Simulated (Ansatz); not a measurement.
Write a Python script for Ansatz 0.2.0 through its Python package that makes a check of forces and pressure against finite differences of Li3Mg (distorted cell). Settings (first run): r2SCAN, PAW, cutoff 650 eV, 4×4×4 k-points, Fermi-Dirac smearing of 0.1 eV.

```
Li Mg
1.0
    -0.01480    3.46845    3.45123
     3.43803    0.05182    3.38460
     3.47721    3.44101    0.01264
Li Mg
3 1
Direct
  0.24401 0.26219 0.24287
  0.49896 0.51302 0.49444
  0.76504 0.73854 0.75518
  0.99373 0.02025 0.98431
```

`fdcheck_li3mg.py`
```python
"""Forces and pressure of Li3Mg against finite differences of the energy, distorted."""

import logging
import sys

import ansatz as az
import numpy as np

logging.basicConfig(stream=sys.stdout, format="%(levelname)s %(message)s")
logger = logging.getLogger("li3mg")
logger.setLevel(logging.INFO)

vectors0 = np.array([
    [-0.0148, 3.46845, 3.45123],
    [3.43803, 0.05182, 3.3846],
    [3.47721, 3.44101, 0.01264],
])
sites = [
    ("Li", (0.24401, 0.26219, 0.24287)),
    ("Li", (0.49896, 0.51302, 0.49444)),
    ("Li", (0.76504, 0.73854, 0.75518)),
    ("Mg", (0.99373, 0.02025, 0.98431)),
]


def on_lattice(cell):
    crystal = az.Crystal(lattice=az.Lattice.of(cell))
    for symbol, position in sites:
        crystal = crystal.atom(symbol, position)
    return crystal

def solve(crystal):
    return (
        crystal.calculation()
        .occupations("Fermi-Dirac", width=0.1)
        .functional("r2scan")
        .basis(650, xc_grid=2)
        .kpoints(4, 4, 4)
        .scf(tolerance=1e-09)
        .forces()
        .stress()
        .run(threads=1)
    ).report


centre = solve(on_lattice(vectors0))
start = on_lattice(vectors0)
# move one atom both ways along a Cartesian axis
logger.info(f"force on atom 1 along z: analytic {centre['forces_ev_ang'][1][2]:.4f} eV/A")
for h in (0.005, 0.02):
    shift = np.eye(3)[2] * h @ np.linalg.inv(vectors0)
    plus, minus = (solve(start.move(1, to=np.array(sites[1][1]) + sign * shift))["lagrangian_ev"] for sign in (1, -1))
    logger.info(f"  step {h} A: numerical {-(plus - minus) / (2 * h):.4f} eV/A")
# P = -dF/dV; the difference feels the change of the plane-wave count with the cell
volume = abs(np.linalg.det(vectors0))
larger, smaller = (solve(on_lattice(vectors0 * (1 + sign * 0.005) ** (1 / 3)))["lagrangian_ev"] for sign in (1, -1))
numerical = -(larger - smaller) / (0.01 * volume) * 160.21766
logger.info(f"pressure: analytic {np.trace(centre['stress_gpa']) / 3:.3f}, numerical {numerical:.3f} GPa")
```

Running `python fdcheck_li3mg.py` prints:
```text
DeckWarning: output.stress: scf.convergence.dr2_threshold = 1e-9 eV is looser than the 4e-10 eV advised for a printed stress (1e-10 eV for each atom of the cell: 4). What an SCF threshold leaves in a [...]
INFO force on atom 1 along z: analytic -0.0320 eV/A
INFO   step 0.005 A: numerical -0.0320 eV/A
INFO   step 0.02 A: numerical -0.0321 eV/A
INFO pressure: analytic 0.494, numerical 0.494 GPa
```
(Warnings from the package without file and line, shortened.)

Caveats:
- For a metal this k-point mesh is coarse: on a finer one energies can move by several to tens of meV an atom and pressures by half a GPa or more, differences at one mesh by less.
- Pressure is positive in compression.
- The cell is a database structure, distorted on purpose.
- The central difference errs as the square of the step, so the shorter step is the fairer test; what remains comes from the finite grid and the SCF threshold.
- It ran for 92 s on 1 thread of Arm Neoverse V1, with other jobs on the host, peak memory 0.48 GiB.
